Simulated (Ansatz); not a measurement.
Run this with Ansatz's Python interface and show what comes out.

The script, `cas_ch3br.py`:
```python
'''Static correlation in CH3Br: natural occupations of an active space.'''

from dataclasses import dataclass
import warnings

import ansatz as az


@dataclass
class Options:
    basis: str = 'def2-SVP'


settings = Options()

GEOMETRY = '''
C    -0.10636    0.12454    0.08889
Br    1.00217   -1.16702   -0.83472
H     0.51517    0.97479    0.35215
H    -0.50620   -0.35363    0.97770
H    -0.90479    0.42131   -0.58401
'''

warnings.simplefilter('ignore', az.DeckWarning)

geometry = az.Crystal.molecule()
for line in GEOMETRY.strip().splitlines():
    symbol, *xyz = line.split()
    geometry = geometry.atom(symbol, [float(v) for v in xyz])

calc = (
    geometry.calculation()
    .basis(gaussian=settings.basis)
    .correlation(active_electrons=4, active_orbitals=4)
)
for method in [None, 'sc_nevpt2']:
    report = (calc if method is None else calc.correlation(method)).run(threads=1, pin='off').report
    space = report['configurations']
    state = space['states'][0]
    print(method or 'casscf', f'total {report["free_energy_ev"] / 27.211386246:.6f} Ha, active-space state {state["energy"]["hartree"]:.6f} Ha, mean field {report["reference_energy_ev"] / 27.211386246:.6f} Ha')
    print('  determinants', state['n_determinants'], ' natural occupations', [round(n, 3) for n in space['natural_occupations']])
print('effectively unpaired electrons, sum of min(n, 2 - n):', round(sum(min(n, 2 - n) for n in space['natural_occupations']), 3))
```

Running `python cas_ch3br.py` prints:
```text
casscf total -2611.720797 Ha, active-space state -2611.720797 Ha, mean field -2611.683768 Ha
  determinants 36  natural occupations [1.981, 1.967, 0.033, 0.019]
sc_nevpt2 total -2612.061091 Ha, active-space state -2611.720790 Ha, mean field -2611.683768 Ha
  determinants 36  natural occupations [1.981, 1.967, 0.033, 0.019]
effectively unpaired electrons, sum of min(n, 2 - n): 0.103
```

What to keep in mind:
- Total energies depend on the basis set; only differences at equal settings carry meaning.
- The geometry is a force-field or estimated start, not a minimum of this method, and the basis set is short of its limit. The active space starts as a window about the frontier orbitals and is then optimised, not chosen by chemistry.
- Run time: 6.1 s on 1 thread of Arm Neoverse V1, on a shared host, peak memory 0.18 GiB.
